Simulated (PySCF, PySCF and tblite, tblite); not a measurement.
# C₅H₇FO₃: telling isomers apart by computed NMR, part 2 of 3

PySCF and tblite. Atoms count from 0. The steps go on from the part before.

### Step 8. GFN2-xTB relaxation, isomer B, conformer 1

What the job is given:

```
{"job": {"xc": "GFN2-xTB", "basis": "xTB", "kind": "relax"}, "charge": 0, "multiplicity": 1}
C     -1.018900    -1.204600     0.910100
C     -0.739300    -0.449100    -0.385000
O     -1.415100     0.782100    -0.403400
C     -0.666600     1.629600    -1.187900
O     -1.036000     2.715100    -1.559800
O      0.551000     1.080200    -1.456000
C      0.695200    -0.032500    -0.600000
C      1.518600     0.354200     0.628600
F      1.361100    -1.003600    -1.282100
H     -2.094100    -1.466600     0.961200
H     -0.833900    -0.584300     1.790800
H     -0.442600    -2.124400     0.980900
H     -1.097500    -1.055600    -1.209500
H      1.031700     1.138700     1.204300
H      2.486300     0.743900     0.314900
H      1.692500    -0.514100     1.281400
```

Standard output:

```text
step      E/eV     max force
  0    -850.27343    2.209
  1    -850.34242    3.053
  2    -850.38942    0.660
  3    -850.39798    0.220
  4    -850.40394    0.190
  5    -850.41148    0.355
  6    -850.41504    0.201
  7    -850.41790    0.132
  8    -850.42092    0.232
  9    -850.42454    0.340
 10    -850.42796    0.274
 11    -850.43115    0.187
 12    -850.43454    0.186
 13    -850.43832    0.289
 14    -850.44228    0.310
 15    -850.44671    0.206
 16    -850.45247    0.250
 17    -850.46032    0.351
 18    -850.46944    0.314
 19    -850.47742    0.240
 20    -850.48420    0.200
 21    -850.49327    0.403
 22    -850.49591    0.661
 23    -850.51212    0.420
 24    -850.51876    0.275
 25    -850.52562    0.195
 26    -850.52724    0.180
 27    -850.53075    0.115
 28    -850.53292    0.115
 29    -850.53441    0.107
 30    -850.53628    0.137
 31    -850.53792    0.104
 32    -850.53899    0.073
 33    -850.53972    0.095
 34    -850.54058    0.126
 35    -850.54149    0.098
 36    -850.54273    0.071
 37    -850.54329    0.062
 38    -850.54443    0.071
 39    -850.54515    0.064
 40    -850.54581    0.055
 41    -850.54649    0.074
 42    -850.54736    0.085
 43    -850.54824    0.090
 44    -850.54912    0.108
 45    -850.55011    0.088
 46    -850.55129    0.081
 47    -850.55224    0.064
 48    -850.55288    0.054
 49    -850.55326    0.050
 50    -850.55361    0.043
 51    -850.55400    0.046
 52    -850.55435    0.052
 53    -850.55463    0.051
 54    -850.55489    0.047
 55    -850.55524    0.054
 56    -850.55578    0.056
 57    -850.55645    0.066
 58    -850.55717    0.081
 59    -850.55798    0.073
 60    -850.55884    0.064
 61    -850.55953    0.068
 62    -850.55977    0.029
 63    -850.55977    0.029
 64    -850.55983    0.021
 65    -850.55986    0.036
 66    -850.55990    0.023
 67    -850.55993    0.025
 68    -850.55998    0.018
 69    -850.56002    0.022
 70    -850.56008    0.018
 71    -850.56012    0.018
 72    -850.56017    0.019
 73    -850.56023    0.023
 74    -850.56032    0.031
 75    -850.56040    0.025
 76    -850.56045    0.016
 77    -850.56048    0.012
 78    -850.56050    0.015
 79    -850.56053    0.016
 80    -850.56055    0.009
 81    -850.56056    0.011
 82    -850.56058    0.012
 83    -850.56060    0.012
 84    -850.56061    0.012
 85    -850.56063    0.010
 86    -850.56064    0.006
 87    -850.56064    0.007
 88    -850.56065    0.009
 89    -850.56066    0.012
 90    -850.56067    0.013
 91    -850.56068    0.010
 92    -850.56069    0.009
 93    -850.56070    0.009
 94    -850.56071    0.009
 95    -850.56072    0.012
 96    -850.56073    0.012
 97    -850.56074    0.006
 98    -850.56074    0.005
 99    -850.56074    0.004
100    -850.56075    0.004
```

It took 0.92 s on 1 thread of Intel Xeon, shared host.

Gain 0.287 eV; displacement 0.52 Å root mean square.

### Step 9. DFT optimisation, isomer B, start 1: PBE0-D3(BJ)/def2-SVP

What the job is given:

```
{"job": {"kind": "geom", "xc": "PBE0", "basis": "def2-SVP", "d3": "d3bj", "grid": 1, "maxiter": 40}, "charge": 0, "multiplicity": 1}
C     -1.120308    -0.886338     0.984244
C     -0.656860    -0.556046    -0.426401
O     -1.522178     0.410244    -1.008650
C     -0.882001     1.565931    -1.209319
O     -1.373988     2.560054    -1.615017
O      0.425767     1.450877    -0.851330
C      0.731541     0.129924    -0.536849
C      1.678584     0.039598     0.641563
F      1.375437    -0.418562    -1.637917
H     -2.135067    -1.271611     0.934573
H     -1.123210     0.005440     1.606163
H     -0.477005    -1.640054     1.427190
H     -0.672963    -1.450387    -1.058832
H      1.239097     0.502401     1.518386
H      2.591313     0.569002     0.379995
H      1.914243    -1.001530     0.840790
```

Standard output:

```text
step   0  E = -519.36057939  max force = 0.015614
step   1  E = -519.36174816  max force = 0.004302
step   2  E = -519.36210285  max force = 0.001569
step   3  E = -519.36221309  max force = 0.001302
step   4  E = -519.36226028  max force = 0.002006
step   5  E = -519.36230388  max force = 0.001237
step   6  E = -519.36232663  max force = 0.000803
step   7  E = -519.36232626  max force = 0.000884
step   8  E = -519.36232783  max force = 0.000244
optimisation converged
```

It took 2.3 min on 1 thread of Intel Xeon, shared host; peak memory 0.76 GiB.

Relaxing gained 0.048 eV and moved the atoms by 0.11 Å on average (rms).

### Step 10. Shieldings, isomer B, conformer 1: PBE0/pcSseg-1 in chloroform

What the job is given:

```
{"job": {"xc": "PBE0", "basis": "pcSseg-1", "solvent": "chloroform", "kind": "nmr", "pop": false}, "charge": 0, "multiplicity": 1}
C     -1.225782    -0.978268     0.713838
C     -0.562642    -0.521553    -0.563417
O     -1.362355     0.467451    -1.203251
C     -0.814571     1.682935    -1.045470
O     -1.299581     2.711005    -1.372036
O      0.394553     1.555939    -0.430402
C      0.778780     0.214837    -0.408270
C      1.639907    -0.072631     0.787094
F      1.513454    -0.023634    -1.542363
H     -2.230633    -1.360058     0.487594
H     -1.327663    -0.145562     1.425840
H     -0.648546    -1.783132     1.190750
H     -0.425075    -1.354087    -1.267980
H      1.108494     0.150425     1.720126
H      2.535638     0.559894     0.727960
H      1.950385    -1.126158     0.782944
```

Standard output:

```text
coarse grid: 14120 points
cycle   1  E = -519.3759365307  dE =  1.714e+00  |g| = 1.132e+00  |ddm| = 3.559e+00
cycle   2  E = -519.0109272404  dE =  3.650e-01  |g| = 1.846e+00  |ddm| = 1.702e+00
cycle   3  E = -519.5896786074  dE = -5.788e-01  |g| = 2.609e-01  |ddm| = 1.165e+00
cycle   4  E = -519.6012290443  dE = -1.155e-02  |g| = 7.844e-02  |ddm| = 1.918e-01
cycle   5  E = -519.6021782658  dE = -9.492e-04  |g| = 1.763e-02  |ddm| = 4.499e-02
cycle   6  E = -519.6022441207  dE = -6.585e-05  |g| = 4.745e-03  |ddm| = 1.457e-02
cycle   7  E = -519.6022482635  dE = -4.143e-06  |g| = 1.566e-03  |ddm| = 3.618e-03
final grid: 138872 points
cycle   8  E = -519.6956468418  dE = -3.970e-05  |g| = 1.537e-02  |ddm| = 3.063e-02
cycle   9  E = -519.6956033106  dE =  4.353e-05  |g| = 2.211e-02  |ddm| = 2.220e-02
cycle  10  E = -519.6956882808  dE = -8.497e-05  |g| = 1.786e-03  |ddm| = 1.306e-02
cycle  11  E = -519.6956888352  dE = -5.544e-07  |g| = 4.336e-04  |ddm| = 1.244e-03
cycle  12  E = -519.6956888635  dE = -2.828e-08  |g| = 1.580e-04  |ddm| = 3.259e-04
cycle  13  E = -519.6956888683  dE = -4.796e-09  |g| = 3.327e-05  |ddm| = 1.124e-04
cycle  14  E = -519.6956888685  dE = -1.655e-10  |g| = 1.518e-05  |ddm| = 2.882e-05
converged SCF energy = -519.6956888685

GIAO shielding tensors (ppm)
atom      isotropic    diamagn.    paramagn.     s11        s22        s33       span
  0 C      167.326     248.748     -81.422    152.627    166.856    182.494     29.867
  1 C      102.563     250.256    -147.692     81.988     93.108    132.594     50.606
  2 O      150.543     400.857    -250.314     22.489    177.451    251.690    229.201
  3 C       27.149     249.141    -221.992    -61.397     30.185    112.659    174.057
  4 O       45.602     396.716    -351.114   -112.046    -54.273    303.123    415.168
  5 O      116.591     401.919    -285.328     20.418    158.603    170.751    150.333
  6 C       67.361     248.288    -180.928     56.184     59.543     86.355     30.171
  7 C      165.794     248.274     -82.480    149.610    163.096    184.678     35.067
  8 F      287.378     476.991    -189.614    192.457    317.672    352.005    159.548
  9 H       29.610      28.122       1.488     25.106     27.210     36.515     11.409
 10 H       30.225      30.431      -0.206     26.542     29.007     35.126      8.584
 11 H       30.014      29.737       0.277     25.312     28.392     36.337     11.025
 12 H       26.753      31.052      -4.300     24.518     25.585     30.155      5.637
 13 H       29.835      29.969      -0.134     25.454     28.828     35.223      9.768
 14 H       29.235      27.633       1.603     25.141     27.095     35.470     10.329
 15 H       29.710      29.245       0.465     25.962     27.210     35.958      9.996
```

It took 36 s on 1 thread of Intel Xeon, shared host; peak memory 1.1 GiB.

Key values: HOMO -9.13 eV, LUMO 0.67 eV; dipole 6.67 D.

### Step 11. Single-point energy, isomer B, conformer 1: PBE0/def2-SVPD in chloroform

The job, as its differences from that of step 10:

```diff
@@ -1,2 +1,2 @@
-{"job": {"xc": "PBE0", "basis": "pcSseg-1", "solvent": "chloroform", "kind": "nmr", "pop": false}, "charge": 0, "multiplicity": 1}
+{"job": {"xc": "PBE0", "basis": "def2-SVPD", "solvent": "chloroform", "kind": "sp"}, "charge": 0, "multiplicity": 1}
 C     -1.225782    -0.978268     0.713838
```

Standard output:

```text
coarse grid: 14120 points
cycle   1  E = -519.0862261589  dE =  1.639e+00  |g| = 1.081e+00  |ddm| = 6.142e+00
cycle   2  E = -518.7259603263  dE =  3.603e-01  |g| = 1.786e+00  |ddm| = 4.240e+00
cycle   3  E = -519.2914482214  dE = -5.655e-01  |g| = 2.528e-01  |ddm| = 2.612e+00
cycle   4  E = -519.3029315393  dE = -1.148e-02  |g| = 7.219e-02  |ddm| = 3.493e-01
cycle   5  E = -519.3037919752  dE = -8.604e-04  |g| = 1.728e-02  |ddm| = 9.176e-02
cycle   6  E = -519.3038576133  dE = -6.564e-05  |g| = 4.240e-03  |ddm| = 3.007e-02
cycle   7  E = -519.3038609676  dE = -3.354e-06  |g| = 1.506e-03  |ddm| = 7.872e-03
final grid: 138872 points
cycle   8  E = -519.3957199623  dE = -4.474e-05  |g| = 1.427e-02  |ddm| = 1.789e-01
cycle   9  E = -519.3956790270  dE =  4.094e-05  |g| = 2.075e-02  |ddm| = 4.855e-02
cycle  10  E = -519.3957579073  dE = -7.888e-05  |g| = 1.716e-03  |ddm| = 2.847e-02
cycle  11  E = -519.3957584461  dE = -5.388e-07  |g| = 4.294e-04  |ddm| = 2.314e-03
cycle  12  E = -519.3957584763  dE = -3.022e-08  |g| = 1.500e-04  |ddm| = 7.253e-04
cycle  13  E = -519.3957584807  dE = -4.462e-09  |g| = 3.975e-05  |ddm| = 2.590e-04
cycle  14  E = -519.3957584810  dE = -2.760e-10  |g| = 1.608e-05  |ddm| = 9.053e-05
converged SCF energy = -519.3957584810
```

Run time: 29 s. Hardware: 1 thread of Intel Xeon, shared host; peak memory 1 GiB.

Key values: HOMO -9.23 eV, LUMO 0.44 eV; dipole 6.79 D.

### Step 12. Couplings, isomer B, conformer 1: B3LYP/pcJ-1+pcSseg-1

The job, as its differences from that of step 11:

```diff
@@ -1,2 +1,2 @@
-{"job": {"xc": "PBE0", "basis": "def2-SVPD", "solvent": "chloroform", "kind": "sp"}, "charge": 0, "multiplicity": 1}
+{"job": {"xc": "B3LYP", "basis": {"default": "pcSseg-1", "H": "pcJ-1", "F": "pcJ-1"}, "nuclei": ["H", "F", "P", "Si", "B"], "kind": "j"}, "charge": 0, "multiplicity": 1}
 C     -1.225782    -0.978268     0.713838
```

Standard output:

```text
coarse grid: 14120 points
cycle   1  E = -519.8841830221  dE =  1.676e+00  |g| = 1.248e+00  |ddm| = 3.313e+00
cycle   2  E = -519.2523883425  dE =  6.318e-01  |g| = 2.264e+00  |ddm| = 2.123e+00
cycle   3  E = -520.1276154660  dE = -8.752e-01  |g| = 3.962e-01  |ddm| = 1.548e+00
cycle   4  E = -520.1552884621  dE = -2.767e-02  |g| = 1.107e-01  |ddm| = 2.979e-01
cycle   5  E = -520.1570807181  dE = -1.792e-03  |g| = 3.019e-02  |ddm| = 6.680e-02
cycle   6  E = -520.1572790887  dE = -1.984e-04  |g| = 7.806e-03  |ddm| = 2.515e-02
cycle   7  E = -520.1572895218  dE = -1.043e-05  |g| = 2.992e-03  |ddm| = 6.332e-03
cycle   8  E = -520.1572909511  dE = -1.429e-06  |g| = 8.333e-04  |ddm| = 2.159e-03
final grid: 138872 points
cycle   9  E = -520.2633223049  dE = -8.454e-05  |g| = 8.557e-03  |ddm| = 2.762e-02
cycle  10  E = -520.2633045557  dE =  1.775e-05  |g| = 1.306e-02  |ddm| = 1.356e-02
cycle  11  E = -520.2633358246  dE = -3.127e-05  |g| = 1.615e-03  |ddm| = 8.554e-03
cycle  12  E = -520.2633362482  dE = -4.235e-07  |g| = 5.531e-04  |ddm| = 1.196e-03
cycle  13  E = -520.2633362961  dE = -4.797e-08  |g| = 1.815e-04  |ddm| = 4.364e-04
cycle  14  E = -520.2633363023  dE = -6.173e-09  |g| = 3.167e-05  |ddm| = 1.208e-04
cycle  15  E = -520.2633363025  dE = -1.969e-10  |g| = 7.597e-06  |ddm| = 3.237e-05
converged SCF energy = -520.2633363025

Indirect spin-spin couplings (Hz)
  i      j    bonds     total        FC       PSO       DSO        SD
  8 F    9 H    4      2.199     2.088     1.259    -1.274     0.125
  8 F   10 H    4     -0.400     0.139     0.737    -1.311     0.035
  8 F   11 H    4     -0.962    -0.861     0.757    -0.686    -0.171
  8 F   12 H    3     18.804    18.991    -0.457     1.151    -0.880
  8 F   13 H    3     42.178    43.715     0.524    -1.920    -0.140
  8 F   14 H    3      9.608    10.091    -0.135     0.217    -0.565
  8 F   15 H    3      1.299     0.917     0.651     0.104    -0.373
  9 H   10 H    2    -14.390   -14.332     2.048    -2.106         -
  9 H   11 H    2    -15.458   -15.371     2.215    -2.302         -
  9 H   12 H    3      4.490     4.530     0.109    -0.148         -
  9 H   13 H    5      0.318     0.424     0.804    -0.910         -
  9 H   15 H    5     -0.180    -0.045     0.811    -0.945         -
 10 H   11 H    2    -13.962   -13.904     2.056    -2.114         -
 10 H   12 H    3     15.490    15.863     2.137    -2.511         -
 10 H   13 H    5      0.271    -0.103    -1.969     2.343         -
 10 H   14 H    5     -0.169    -0.052     0.683    -0.800         -
 11 H   12 H    3      2.732     2.730    -0.027     0.029         -
 11 H   13 H    5      0.367     0.172    -1.194     1.389         -
 11 H   14 H    5      0.381     0.500     0.874    -0.993         -
 11 H   15 H    5      0.394     0.152    -1.400     1.642         -
 12 H   13 H    4      0.233     0.446     1.044    -1.256         -
 12 H   14 H    4     -0.327    -0.098     1.356    -1.585         -
 13 H   14 H    2    -14.939   -14.891     2.054    -2.102         -
 13 H   15 H    2    -13.999   -13.943     2.107    -2.163         -
 14 H   15 H    2    -15.052   -14.991     2.074    -2.134         -
```

Run time: 55 s. Hardware: 1 thread of Intel Xeon, shared host; peak memory 1.1 GiB.

This run: HOMO -8.54 eV, LUMO 0.47 eV; dipole 5.60 D.

### Step 13. The ensemble, isomer B: properties at PBE0/pcSseg-1 in chloroform

What the job is given:

```
{"job": {"study": "conf", "smiles": "C[C@H]1OC(=O)O[C@]1(C)F", "search": {"seed": 155, "n_embed": 45, "ff_keep": 10, "window": 2.5, "nmax": 4, "temps": [250, 298.15, 350], "t_ref": 298.15, "order": 0.002, "geom": true}, "level": {"nmr": {"xc": "PBE0", "basis": "pcSseg-1", "solvent": "chloroform"}, "sp": {"xc": "PBE0", "basis": "def2-SVPD", "solvent": "chloroform"}, "j": {"xc": "B3LYP", "basis": {"default": "pcSseg-1", "H": "pcJ-1", "F": "pcJ-1"}, "nuclei": ["H", "F", "P", "Si", "B"], "top": 4}}, "kind": "conf"}, "charge": 0, "multiplicity": 1}
C     -1.225782    -0.978268     0.713838
C     -0.562642    -0.521553    -0.563417
O     -1.362355     0.467451    -1.203251
C     -0.814571     1.682935    -1.045470
O     -1.299581     2.711005    -1.372036
O      0.394553     1.555939    -0.430402
C      0.778780     0.214837    -0.408270
C      1.639907    -0.072631     0.787094
F      1.513454    -0.023634    -1.542363
H     -2.230633    -1.360058     0.487594
H     -1.327663    -0.145562     1.425840
H     -0.648546    -1.783132     1.190750
H     -0.425075    -1.354087    -1.267980
H      1.108494     0.150425     1.720126
H      2.535638     0.559894     0.727960
H      1.950385    -1.126158     0.782944
```

Standard output:

```text
conformer  sym    E(xTB)   E(DFT)   G(298.15 K)  weight  dipole/D
    1     C1      0.000    0.000    0.000   1.0000    6.793

mean shielding (ppm) by class
class atoms           250 K   298.15 K      350 K
  0 C  0            167.326    167.326    167.326
  1 C  1            102.563    102.563    102.563
  2 O  2            150.543    150.543    150.543
  3 C  3             27.149     27.149     27.149
  4 O  4             45.602     45.602     45.602
  5 O  5            116.591    116.591    116.591
  6 C  6             67.361     67.361     67.361
  7 C  7            165.794    165.794    165.794
  8 F  8            287.378    287.378    287.378
  9 H  9,10,11        29.95      29.95      29.95
 10 H  12            26.753     26.753     26.753
 11 H  13,14,15      29.593     29.593     29.593
```

Wall time 2.1 min (1 thread of Intel Xeon, shared host). This counts the runs that the step sums up.

The search (ETKDG and KDG, MMFF94s, GFN2-xTB) embedded 45 structures, kept 2 distinct ones after the force field and 1 after xTB; 1 was carried on (window 2.5 kcal/mol at the search's own energies). Energies: PBE0/def2-SVPD in chloroform with D3(BJ).

Conformer by conformer (298 K):

```csv
no.,group,mirror pair,ΔE xTB,ΔE DFT,ΔG,weight (%),μ (D),"A, B, C (GHz)"
1,C1,no,0.00,0.00,0.00,100.0,6.79,"2.39, 1.61, 1.25"
```

Energies in kcal/mol. ΔG holds xTB vibrations and rotation, symmetry numbers and mirror pairs.

Shifts against references run at the same level (19F CFCl3 179.6, 1H TMS 31.25, 13C TMS 185.2, 17O H2O 341.0 ppm of shielding), by class of atoms, at 298 K:

```csv
atoms,environment,average
C3,carbonate carbon,158.0
C6,fully substituted sp3 carbon bonded to F and O,117.8
C1,sp3 CH bonded to O,82.6
C7,methyl carbon,19.4
C0,methyl carbon,17.8
H12,hydrogen on an sp3 CH bonded to O,4.49
"H13, H14, H15",hydrogen on a methyl carbon,1.65
"H9, H10, H11",hydrogen on a methyl carbon,1.30
O4,carbonate carbonyl oxygen,295.4
O5,carbonate alkoxy oxygen,224.4
O2,carbonate alkoxy oxygen,190.4
F8,fluorine on an sp3 carbon,-107.8
```

Couplings (Hz, B3LYP/pcJ-1+pcSseg-1; one pair named for each class), from conformers that hold 100 % of the weight:

```csv
pair,bonds,average
H13–H14,2,-14.7
H9–H10,2,-14.6
F8–H12,3,18.8
F8–H13,3,17.7
H9–H12,3,7.6
```

Effective distances for nuclear Overhauser effects, ⟨r⁻⁶⟩^(−1/6) over all pairs of two classes (Å): H9···H12 2.63; H9···H13 3.05; H12···H13 3.49.

[end of part 2 of 3]
